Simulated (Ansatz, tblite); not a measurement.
**(HInSe)4 cubane (In₄H₄Se₄): a ladder of methods and basis sets**

An exercise on one series of results from a longer session: the logs are not shown, and one member is left open.

The runs use Ansatz 0.2.0, Gaussian basis; as each input shows.

Levels to be run: GFN1-xTB, GFN2-xTB, PBE-D4/def2-TZVP, r2SCAN-D4/def2-TZVP, HF/def2-TZVP, BHLYP-D4/def2-TZVP, revPBE-D4/def2-TZVP, PBE+5HF/def2-SVP, PBE+10HF/def2-SVP, PBE+15HF/def2-SVP, PBE+35HF/def2-SVP, PBE+50HF/def2-SVP, PBE-D4/def2-SVP, PBE0-D4/def2-SVP, CCSD(T)/def2-SVP, MP2/def2-TZVP, RPA/def2-TZVP.

1 further run of the same task is left out (set aside as unsound or not needed).

### The structure

The geometry is that of the singlet, from an earlier relaxation (PBE-D4/def2-SVP).

12 atoms, charge 0, spin multiplicity 1.

Bond lengths: In1–H2 1.729 Å, In1–Se3 2.703 Å, In1–Se6 2.703 Å, In1–Se9 2.703 Å, Se3–In4 2.703 Å, Se3–In10 2.703 Å, In4–H5 1.729 Å, In4–Se6 2.703 Å, In4–Se12 2.704 Å, Se6–In7 2.703 Å, In7–H8 1.729 Å, In7–Se9 2.703 Å, In7–Se12 2.703 Å, Se9–In10 2.703 Å, In10–H11 1.729 Å, In10–Se12 2.703 Å. Angles: H2–In1–Se3 120.2°, H2–In1–Se6 120.1°, H2–In1–Se9 120.2°, Se3–In1–Se6 97.0°, Se3–In1–Se9 97.0°, Se6–In1–Se9 97.0°, In1–Se3–In4 82.6°, In1–Se3–In10 82.6°, In4–Se3–In10 82.6°, Se3–In4–H5 120.2°, Se3–In4–Se6 97.0°, Se3–In4–Se12 97.0°, H5–In4–Se6 120.2°, H5–In4–Se12 120.1°, Se6–In4–Se12 97.0°, In1–Se6–In4 82.6°, In1–Se6–In7 82.6°, In4–Se6–In7 82.6° and more.

In takes a core potential in the def2 sets. No spin-orbit coupling is included.

PBE0-D4/def2-TZVP was run before; its log isn't repeated, and its numbers join the tables.

The first run:

Tight binding, by tblite at 300 K electronic temperature and without a spin-polarisation term:

```python
tblite.interface.Calculator('GFN1-xTB', numbers, positions, charge=0, uhf=0).singlepoint()
```

Tight binding, by tblite at 300 K electronic temperature and without a spin-polarisation term:

```python
tblite.interface.Calculator('GFN2-xTB', numbers, positions, charge=0, uhf=0).singlepoint()
```

start.molden holds the orbitals of an earlier run on this state, given as this run's starting guess.

File in.yaml:

```yaml
crystal:
  periodic: [false, false, false]
  atoms:
    - {symbol: In, position_ang: [-0.415671, 0.611910, 2.055286]}
    - {symbol: H, position_ang: [-0.745075, 1.095573, 3.682212]}
    - {symbol: Se, position_ang: [1.198352, 2.113527, 0.491519]}
    - {symbol: In, position_ang: [2.148388, -0.306191, -0.248530]}
    - {symbol: H, position_ang: [3.848617, -0.548627, -0.447906]}
    - {symbol: Se, position_ang: [0.769089, -1.766632, 1.559510]}
    - {symbol: In, position_ang: [-1.055878, -1.862529, -0.432292]}
    - {symbol: H, position_ang: [-1.892324, -3.337008, -0.772253]}
    - {symbol: Se, position_ang: [-2.438087, 0.348150, 0.281372]}
    - {symbol: In, position_ang: [-0.676803, 1.556790, -1.374499]}
    - {symbol: H, position_ang: [-1.211187, 2.790149, -2.461962]}
    - {symbol: Se, position_ang: [0.470578, -0.695111, -2.332457]}
basis:
  gaussian: {orbitals: def2-TZVP, fitting: {mean_field: def2-universal-jkfit}, initial_orbitals: start.molden}
hamiltonian: {xc: pbe, dispersion: d4}
scf: {omitted_lower_state_checks: [starts]}
output: {orbitals: {seedname: orbitals}}
```

On the command line:

```console
$ ansatz run in.yaml --threads 2 --pin off --events-out ev --progress --plain --max-ram 32768MiB --backend cuda --devices 0, --max-vram 18GiB
```

Among the steps run: PBE-D4/def2-TZVP; r2SCAN-D4/def2-TZVP; HF/def2-TZVP; BHLYP-D4/def2-TZVP; revPBE-D4/def2-TZVP; PBE+5HF/def2-SVP; PBE+10HF/def2-SVP; PBE+15HF/def2-SVP; PBE+35HF/def2-SVP; PBE+50HF/def2-SVP; PBE-D4/def2-SVP; PBE0-D4/def2-SVP; CCSD(T)/def2-SVP; MP2/def2-TZVP; RPA/def2-TZVP.

One of the session's tables, all rows but one given; the rest of the session is left out.

It belongs to the step «Binding energy». 

| method | binding an atom (eV) |
| --- | --- |
| HF/def2-SVP | 1.738 |
| HF/def2-TZVP | 1.756 |
| PBE-D4/def2-SVP | 2.636 |
| PBE-D4/def2-TZVP | 2.640 |
| revPBE-D4/def2-TZVP | 2.529 |
| r2SCAN-D4/def2-TZVP | 2.668 |
| PBE0-D4/def2-SVP | 2.621 |
| PBE0-D4/def2-TZVP | 2.633 |
| BHLYP-D4/def2-TZVP | 2.548 |
| MP2/def2-SVP | 2.523 |
| MP2/def2-TZVP | ? |
| CCSD/def2-SVP | 2.378 |
| CCSD(T)/def2-SVP | 2.444 |

Q: Estimate the row for MP2/def2-TZVP from the others.

As computed: binding an atom (eV): 2.604. In the column «binding an atom (eV)» it lies between BHLYP-D4/def2-TZVP (2.548) and PBE0-D4/def2-SVP (2.621).

To keep in mind: Free atoms were run apart at each level; binding is atoms less cluster, divided by the number of atoms, without zero-point or spin-orbit terms.
